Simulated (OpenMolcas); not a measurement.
# HF/cc-pVTZ (RICD fitting, fitting threshold 0.001) run of BCl2F (dichlorofluoroborane), part 2 of 2

OpenMolcas 26.06. The steps go on from the part before.

## Step 3: The doublet cation at the same level

The input, geom.xyz:

```xyz
4

F      0.114370    -1.165320    -0.781190
B      0.007910    -0.080610    -0.054040
Cl    -1.549540     0.373780     0.571420
Cl     1.427260     0.872140     0.263810
```

The input, job.input:

```
* BCl2F Hartree-Fock
&GATEWAY
BASLIB=$CurrDir
COORD=geom.xyz
BASIS=cc-pVTZ
GROUP=NoSym
RICD
CDTHRESHOLD=0.001
&SEWARD
&SCF
UHF
CHARGE=1
SPIN=2
PRORBITALS=0
&ALASKA
```

The basis set cc-pVTZ is read from a file made from the Basis Set Exchange's data (not shown).

Run with:

```
export MOLCAS_MEM=1860
pymolcas job.input > job.log
```

The log of the run:

```text
--- Start Module: gateway ---

                                              &GATEWAY

                       available to each process: 1.9 GB of memory, 1 thread

 Basis Set     1 Label: F.CC-PVTZ
 Basis set is read from library:.
 basistype.tbl is not found

 Basis Set     2 Label: B.CC-PVTZ
 Basis set is read from library:.
 basistype.tbl is not found

 Basis Set     3 Label: CL.CC-PVTZ
 Basis set is read from library:.
 basistype.tbl is not found

++    Symmetry information:
      ---------------------

                    Character Table for C1

                             E
                    a        1  x, y, xy, Rz, z, xz, Ry, yz, Rx, I
--

++    Basis set information:
      ----------------------

      Basis set label: F.CC-PVTZ.........

      Electronic valence basis set:
      ------------------
      Associated Effective Charge   9.000000 au
      Associated Actual Charge      9.000000 au
      Nuclear Model: Point charge

      Shell  nPrim  nBasis  Cartesian Spherical Contaminant
         s      10       4        X
         p       5       3        X
         d       2       2                 X
         f       1       1                 X

      Basis set label: B.CC-PVTZ.........

      Electronic valence basis set:
      ------------------
      Associated Effective Charge   5.000000 au
      Associated Actual Charge      5.000000 au
      Nuclear Model: Point charge

      Shell  nPrim  nBasis  Cartesian Spherical Contaminant
         s      10       4        X
         p       5       3        X
         d       2       2                 X
         f       1       1                 X

      Basis set label: CL.CC-PVTZ.........

      Electronic valence basis set:
      ------------------
      Associated Effective Charge  17.000000 au
      Associated Actual Charge     17.000000 au
      Nuclear Model: Point charge

      Shell  nPrim  nBasis  Cartesian Spherical Contaminant
         s      15       5        X
         p       9       4        X
         d       2       2                 X
         f       1       1                 X
--

++    Molecular structure info:
      -------------------------

                    ************************************************
                    **** Cartesian Coordinates / bohr, angstrom ****
                    ************************************************

     Center  Label                x              y              z                     x              y              z
        1      F1               0.216128      -2.202136      -1.476235              0.114370      -1.165320      -0.781190
        2      B2               0.014948      -0.152331      -0.102121              0.007910      -0.080610      -0.054040
        3      CL3             -2.928206       0.706342       1.079827             -1.549540       0.373780       0.571420
        4      CL4              2.697131       1.648106       0.498529              1.427260       0.872140       0.263810

                    ***************************************
                    *    InterNuclear Distances / bohr    *
                    ***************************************

               1 F1            2 B2            3 CL3           4 CL4
    1 F1       0.000000
    2 B2       2.475957        0.000000
    3 CL3      4.987939        3.285799        0.000000
    4 CL4      4.987928        3.285796        5.733170        0.000000

                    *******************************************
                    *    InterNuclear Distances / angstrom    *
                    *******************************************

               1 F1            2 B2            3 CL3           4 CL4
    1 F1       0.000000
    2 B2       1.310220        0.000000
    3 CL3      2.639504        1.738770        0.000000
    4 CL4      2.639498        1.738768        3.033863        0.000000
--

            Nuclear Potential Energy            181.66907274 au

--- Stop Module: gateway /rc=_RC_ALL_IS_WELL_ ---

--- Start Module: seward ---

                                              &SEWARD

                       available to each process: 1.9 GB of memory, 1 thread

               SEWARD will generate:
                  Multipole Moment integrals up to order  2
                  Kinetic Energy integrals
                  Nuclear Attraction integrals (point charge)
                  One-Electron Hamiltonian integrals
                  Velocity integrals
                  Orbital angular momentum around ( -0.0381   0.3884   0.2604 )
                  Velocity quadrupole around ( -0.0381   0.3884   0.2604 )
                  RI decomposed two-electron repulsion integrals stored Cholesky style
                   - acCD auxiliary basis
                   - CD Threshold:   1.00E-03

                   Integrals are discarded if absolute value <: 1.00E-14
                   Integral cutoff threshold is set to       <: 1.00E-16

            Nuclear Potential Energy            181.66907274 au

      Basis set specifications :
      Symmetry species         a
      Basis functions          128

--- Stop Module: seward /rc=_RC_ALL_IS_WELL_ ---
--- Module seward spent 1 second ---

--- Start Module: scf ---

                                                &SCF

                       available to each process: 1.9 GB of memory, 1 thread

++    Input section:
      --------------

      Header of the integral files:

[... 9 lines left out ...]
      Nuclear repulsion energy =  181.66907274
[... 44 lines left out ...]
++ Convergence information
                               UHF SCF        iterations: Energy and convergence statistics
[... 28 lines left out ...]
       Convergence after  20 Iterations
[... 3 lines left out ...]
 *                                             SCF/KS-DFT Program, Final results                                             *
 *                                                       Final Results                                                       *
[... 37 lines left out ...]
      Title: Natural orbitals
[... 24 lines left out ...]
          Orbital           31        32        33        34        35        36        37        38        39        40
          Energy            1.3176    0.5148    2.3520    2.2538    1.0928    0.6284    2.6550    3.0184    1.9145    1.6337
          Occ. No.          0.0001    0.0000    0.0000    0.0000    0.0000    0.0000    0.0000    0.0000    0.0000    0.0000

[... 127 lines of this table left out ...]
      128 CL4    4f3+       0.1626    0.0167   -0.0588    0.0264   -0.2551   -0.0062   -0.1271   -0.0213    0.1054   -0.1824

          Orbital           41        42        43        44        45        46        47        48        49        50
          Energy            1.8387    1.3409    1.7344    2.5982    3.2439    3.3269    7.1737    0.5028    0.5214    0.3711
          Occ. No.          0.0000    0.0000    0.0000    0.0000    0.0000    0.0000    0.0000    0.0000    0.0000    0.0000

[... 127 lines of this table left out ...]
      128 CL4    4f3+       0.4945    0.1340   -0.3236   -0.1401   -0.0159   -0.0024    0.0036    0.0321   -0.0083   -0.0121

          Orbital           51        52        53        54        55        56        57        58        59        60
          Energy            0.3819    0.3032    0.2132    1.9978    1.0471    0.7050    2.1494    6.0823    2.9583    1.0245
          Occ. No.          0.0000    0.0000    0.0000    0.0000    0.0000    0.0000    0.0000    0.0000    0.0000    0.0000

[... 127 lines of this table left out ...]
      128 CL4    4f3+      -0.0175   -0.0143   -0.0043   -0.0637   -0.0397   -0.0134   -0.0132   -0.0049    0.1798    0.0145

          Orbital           61        62        63        64        65        66        67        68        69        70
          Energy            8.3303    0.7732    1.4889    5.2989    1.4845    1.6743    2.4841    0.6856    4.5635    1.6143
          Occ. No.          0.0000    0.0000    0.0000    0.0000    0.0000    0.0000    0.0000    0.0000    0.0000    0.0000

[... 127 lines of this table left out ...]
      128 CL4    4f3+       0.0315    0.0133    0.1317   -0.0663    0.0951   -0.0260   -0.2677   -0.0051   -0.0241   -0.0297

          Orbital           71        72        73        74        75        76        77        78        79        80
          Energy            1.7287    6.2660    1.9354    2.2126    1.1156    1.9724    9.0979    2.9881    2.0189    1.0639
          Occ. No.          0.0000    0.0000    0.0000    0.0000    0.0000    0.0000    0.0000    0.0000    0.0000    0.0000

[... 127 lines of this table left out ...]
      128 CL4    4f3+      -0.0141    0.0017    0.0238    0.0120    0.0394   -0.0352   -0.0433   -0.0458    0.1649   -0.0022

          Orbital           81        82        83        84        85        86        87        88        89        90
          Energy            2.1131    1.9205    1.5164    6.9813    2.9763    4.3466    2.8515    1.9106    3.0383    1.2340
          Occ. No.          0.0000    0.0000    0.0000    0.0000    0.0000    0.0000    0.0000    0.0000    0.0000    0.0000

[... 127 lines of this table left out ...]
      128 CL4    4f3+      -0.0231    0.0976   -0.0728   -0.0642    0.2052   -0.1500   -0.2363   -0.0028   -0.1936    0.0037

          Orbital           91        92        93        94        95        96        97        98        99       100
          Energy            1.7909    3.5377    5.0440    2.0560    9.1475    2.2157    7.1392    2.5364    7.5367    7.3528
          Occ. No.          0.0000    0.0000    0.0000    0.0000    0.0000    0.0000    0.0000    0.0000    0.0000    0.0000

[... 127 lines of this table left out ...]
      128 CL4    4f3+       0.0666   -0.0108   -0.0021   -0.0688   -0.0010   -0.0398    0.0145    0.0279    0.0911   -0.0073

          Orbital          101       102       103       104       105       106
          Energy            9.2484    2.9518    3.0051    7.1499    7.2656    8.7256
          Occ. No.          0.0000    0.0000    0.0000    0.0000    0.0000    0.0000

[... 127 lines of this table left out ...]
      128 CL4    4f3+       0.0462    0.3210    0.3926   -0.0120   -0.0303   -0.0097
--

++    Molecular properties:
      ---------------------

      Charge (e):
                      =    1.0000
      Dipole Moment (debye):
      Origin of the operator (angstrom)=   -0.0202    0.2055    0.1378
                   X= -1.5044E-01               Y=  1.5364E+00               Z=  1.0299E+00           Total=  1.8558E+00
      Center of Charge (angstrom)
                     X=   -0.05149338               Y=    0.52540422               Z=    0.35219782
      Quadrupole Moment (debye*angstrom):
      Origin of the operator (angstrom)=   -0.0202    0.2055    0.1378
                  XX= -2.0044E+01              XY=  1.9565E+00              XZ= -1.1402E+00              YY= -3.1626E+01
                  YZ= -5.5405E-01              ZZ= -3.1530E+01
      In traceless form (debye*angstrom)
                  XX=  1.1535E+01              XY=  2.9348E+00              XZ= -1.7103E+00              YY= -5.8394E+00
                  YZ= -8.3108E-01              ZZ= -5.6952E+00
--

--- Stop Module: scf /rc=_RC_ALL_IS_WELL_ ---
--- Module scf spent 13 seconds ---

--- Start Module: alaska ---

                                              &ALASKA

                       available to each process: 1.9 GB of memory, 1 thread

                     Threshold for contributions to the gradient: 1.000E-07

                    ********************************************
                    * Symmetry Adapted Cartesian Displacements *
                    ********************************************

           Irreducible representation : a
           Basis function(s) of irrep: x, y, xy, Rz, z, xz, Ry, yz, Rx, I

 Basis Label        Type   Center Phase
   1   F1           x         1     1
   2   F1           y         1     1
   3   F1           z         1     1
   4   B2           x         2     1
   5   B2           y         2     1
   6   B2           z         2     1
   7   CL3          x         3     1
   8   CL3          y         3     1
   9   CL3          z         3     1
  10   CL4          x         4     1
  11   CL4          y         4     1
  12   CL4          z         4     1

                     No automatic utilization of translational and rotational invariance of the energy is employed.

 RI-ERI gradients!

 **************************************************
 *              Molecular gradients               *
 **************************************************

  Irreducible representation: a
 ------------------------------------------------------------------------------------------
                              X                       Y                       Z
 ------------------------------------------------------------------------------------------
  F1                3.57050423744565E-03   -3.63788143564854E-02   -2.43867059011471E-02
  B2               -6.35677546576714E-03    6.48296223766675E-02    4.34573384068370E-02
  CL3              -7.15785836719718E-03   -1.56552445878884E-02   -8.65047062473590E-03
  CL4               9.94412959562396E-03   -1.27955634323094E-02   -1.04201618809046E-02
 ------------------------------------------------------------------------------------------

--- Stop Module: alaska /rc=_RC_ALL_IS_WELL_ ---
--- Module alaska spent 3 seconds ---

.##################.
.# Happy landing! #.
.##################.

    Timing: Wall=19.42 User=18.04 System=1.36
```

It took 20 s on 1 thread of Arm Neoverse V1, shared host; peak memory 0.2 GiB.

## Step 4: Outcome

This closing draws on all 2 parts.

Level: HF/cc-pVTZ (RICD fitting, fitting threshold 0.001).

| quantity | value |
| --- | --- |
| singlet BCl2F: total energy | -1043.35765 Eh |
| singlet BCl2F: dipole moment | 0.31 D |
| singlet BCl2F: HOMO energy | -12.85 eV |
| singlet BCl2F: LUMO energy | 2.95 eV |
| singlet BCl2F: HOMO–LUMO gap | 15.80 eV |
| singlet BCl2F: largest force on an atom | 1.008 eV/Å |
| doublet cation: total energy | -1042.92351 Eh |
| doublet cation: HOMO energy (highest over α and β) | -17.93 eV |
| doublet cation: LUMO energy (lowest over α and β) | -10.78 eV |
| doublet cation: ⟨S²⟩ | 0.788 |
| doublet cation: largest force on an atom | 4.027 eV/Å |
| vertical ionisation energy (to the doublet cation) | 11.814 eV |

The vertical ionisation energy comes to 11.81 eV (272 kcal/mol). The largest force (singlet BCl2F) is 1.01 eV/Å: the shape isn't a stationary point for this species at this level. The negative HOMO energy of the first species, 12.85 eV, lies 1.03 eV above that difference. Mulliken charges (singlet BCl2F) run from -0.20 on F1 to +0.40 on B2. Mulliken charges (doublet cation) run from -0.13 on F1 to +0.38 on Cl3.
